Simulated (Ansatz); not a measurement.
# AlFH3OSi radical: one species, many methods

An exercise on one series of results from a longer session: the logs are not shown, and one member is left open.

Method: functionals in def2-TZVPP, the program's frozen cores in correlated methods; program: Ansatz 0.2.0, Gaussian basis.

Plan: LDA (SPW92), PBE-D4, revPBE-D4, BLYP-D4, r2SCAN-D4, B97M-V, PBE0-D4, B3LYP-D4, r2SCANh-D4, r2SCAN0-D4, HSE06-D4, BHLYP-D4, CAM-B3LYP-D4, LC-ωPBE, ωB97X-V, ωB97M-V, B2PLYP, PBE-QIDH; CCSD(T)/def2-SVP; CCSD(T)/def2-TZVPP; CCSD(T)/def2-QZVPP; extrapolation to the limit; RPA on PBE.

1 further run of the same task is left out (it didn't finish).

## Structure used throughout

An earlier PBE0-D4 in a triple-zeta def2 set relaxation fixed the geometry.

SMILES `[F][Al][O][SiH3]`, 7 atoms, charge 0, spin multiplicity 2.

Atoms are counted from 1 here; the program's logs count them from 0.

Bond lengths: F1–Al2 1.651 Å, Al2–O3 1.676 Å, O3–Si4 1.630 Å, Si4–H5 1.487 Å, Si4–H6 1.486 Å, Si4–H7 1.486 Å. Angles: F1–Al2–O3 120.1°, Al2–O3–Si4 175.4°, O3–Si4–H5 110.1°, O3–Si4–H6 109.7°, O3–Si4–H7 109.9°, H5–Si4–H6 108.9°, H5–Si4–H7 109.0°, H6–Si4–H7 109.2°.

As a file:

```xyz
7
AlFH3OSi
F     0.51782   -2.97602    1.40284
Al   -0.54055   -2.11202    0.47573
O    -0.20465   -0.51924    0.07787
Si    0.02051    1.02491   -0.39139
H    -0.68666    1.27625   -1.67484
H    -0.51538    1.94720    0.64329
H     1.47022    1.29083   -0.57910
```

The first run:

Contents of in.yaml:

```yaml
crystal:
  periodic: [false, false, false]
  atoms:
    - {symbol: F, position_ang: [0.517817, -2.976024, 1.402842]}
    - {symbol: Al, position_ang: [-0.540554, -2.112020, 0.475728]}
    - {symbol: O, position_ang: [-0.204650, -0.519245, 0.077866]}
    - {symbol: Si, position_ang: [0.020510, 1.024909, -0.391391]}
    - {symbol: H, position_ang: [-0.686661, 1.276249, -1.674842]}
    - {symbol: H, position_ang: [-0.515380, 1.947202, 0.643295]}
    - {symbol: H, position_ang: [1.470218, 1.290830, -0.579099]}
basis:
  gaussian: {orbitals: def2-TZVPP}
magnetization: {spin_polarized: true, initial_magnetization: 1}
hamiltonian: {xc: lda}
output: {orbitals: {seedname: orbitals}}
```

Started as:

```console
$ ansatz run in.yaml --threads 2 --pin off --events-out ev --progress --plain --max-ram 32768MiB --backend cpu
```

Steps of the session up to this table: LDA; PBE-D4 (GGA); revPBE-D4 (GGA); BLYP-D4 (GGA); r2SCAN-D4 (meta-GGA); B97M-V (meta-GGA); PBE0-D4 (hybrid); B3LYP-D4 (hybrid); r2SCANh-D4 (hybrid); r2SCAN0-D4 (hybrid); HSE06-D4 (hybrid); BHLYP-D4 (hybrid); CAM-B3LYP-D4 (range-separated); LC-ωPBE (range-separated); ωB97X-V (range-separated); ωB97M-V (range-separated); B2PLYP (double hybrid); PBE-QIDH (double hybrid).

One table of the session follows, with a row left open; its other results are not shown here.

It belongs to the step «Frontier levels by functional». 

```
  functional  HOMO (eV)  LUMO (eV)  gap (eV)
 LDA (SPW92)          ?          ?         ?
      PBE-D4      -5.57      -3.89      1.68
   revPBE-D4      -5.53      -3.73      1.80
     BLYP-D4      -5.37      -3.88      1.49
   r2SCAN-D4      -5.84      -3.37      2.47
      B97M-V      -5.49      -4.72      0.77
     PBE0-D4      -6.62      -2.99      3.63
    B3LYP-D4      -6.37      -3.37      3.01
  r2SCANh-D4      -6.23      -3.14      3.09
  r2SCAN0-D4      -6.81      -2.81      4.00
    HSE06-D4      -6.22      -3.36      2.86
    BHLYP-D4      -7.50      -2.31      5.18
CAM-B3LYP-D4      -7.83      -2.22      5.60
     LC-ωPBE      -9.18      -0.76      8.42
     ωB97X-V      -8.70      -1.10      7.60
     ωB97M-V      -8.32      -1.55      6.77
```

Q: Estimate the row for LDA (SPW92) from the others.

The run gave: HOMO (eV): -5.58; LUMO (eV): -4.22; gap (eV): 1.37. In the column «HOMO (eV)» it lies between r2SCAN-D4 (-5.84) and PBE-D4 (-5.57).
